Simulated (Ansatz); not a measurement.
**BH₆NOSi₂: how energies converge with the basis set**

One table from this session's results is given with a row withheld; the runs are named, their logs left out.

Program: Ansatz 0.2.0, Gaussian basis. Level of theory: one geometry, several basis sets. These are calculated values, not measurements.

Plan: PBE0-D4/def2-SVP; ωB97M-V/def2-SVP; PBE0-D4/def2-QZVPP; ωB97M-V/def2-QZVPP; the functionals' def2-TZVPP values are taken from earlier runs.

## Structure used throughout

All runs share one geometry, relaxed beforehand with PBE0-D4 in a triple-zeta def2 set.

11 atoms, charge 0, spin multiplicity 1.

Atoms are counted from 1 here; the program's logs count them from 0.

Bond lengths: B1–Si2 1.961 Å, B1–Si5 2.040 Å, B1–H6 1.205 Å, B1–H7 1.205 Å, Si2–O3 1.624 Å, Si2–N4 1.673 Å, O3–H8 0.961 Å, N4–Si5 1.808 Å, N4–H9 1.007 Å, Si5–H10 1.490 Å, Si5–H11 1.490 Å. Angles: Si2–B1–Si5 78.1°, Si2–B1–H6 112.5°, Si2–B1–H7 112.7°, Si5–B1–H6 116.1°, Si5–B1–H7 116.3°, H6–B1–H7 115.5°, B1–Si2–O3 143.4°, B1–Si2–N4 98.1°, O3–Si2–N4 118.5°, Si2–O3–H8 121.0°, Si2–N4–Si5 92.8°, Si2–N4–H9 137.0°, Si5–N4–H9 130.2°, B1–Si5–N4 91.0°, B1–Si5–H10 119.6°, B1–Si5–H11 119.5°, N4–Si5–H10 108.5°, N4–Si5–H11 108.5° and more.

The first run:

Contents of in.yaml:

```yaml
crystal:
  periodic: [false, false, false]
  atoms:
    - {symbol: B, position_ang: [-0.717179, 1.346951, 0.101795]}
    - {symbol: Si, position_ang: [0.192147, 0.041275, -1.043927]}
    - {symbol: O, position_ang: [0.654628, -0.253709, -2.572120]}
    - {symbol: N, position_ang: [0.545208, -1.095806, 0.130714]}
    - {symbol: Si, position_ang: [-0.225080, -0.113476, 1.438776]}
    - {symbol: H, position_ang: [-1.888549, 1.452901, -0.159265]}
    - {symbol: H, position_ang: [-0.111661, 2.383894, 0.197180]}
    - {symbol: H, position_ang: [1.120715, -1.062261, -2.800607]}
    - {symbol: H, position_ang: [1.000903, -1.993189, 0.173485]}
    - {symbol: H, position_ang: [0.797875, 0.163410, 2.486516]}
    - {symbol: H, position_ang: [-1.303509, -0.926990, 2.068054]}
basis:
  gaussian: {orbitals: def2-SVP}
hamiltonian: {xc: pbe0, dispersion: d4}
output: {orbitals: {seedname: orbitals}}
```

Among the steps run: PBE0-D4 in def2-SVP; ωB97M-V in def2-SVP; PBE0-D4 in def2-QZVPP; ωB97M-V in def2-QZVPP.

One of the session's tables, all rows but one given; the rest of the session is left out.

It belongs to the step «Functionals by basis». 

| functional | basis | HOMO (eV) |
| --- | --- | --- |
| PBE0-D4 | def2-SVP | -7.09 |
| PBE0-D4 | def2-TZVPP | -7.16 |
| PBE0-D4 | def2-QZVPP | -7.18 |
| ωB97M-V | def2-SVP | -9.09 |
| ωB97M-V | def2-TZVPP | -9.20 |
| ωB97M-V | def2-QZVPP | ? |

Estimate the missing values for ωB97M-V, def2-QZVPP.

**Answer.** HOMO (eV): -9.22. In the column «HOMO (eV)» it is the lowest.
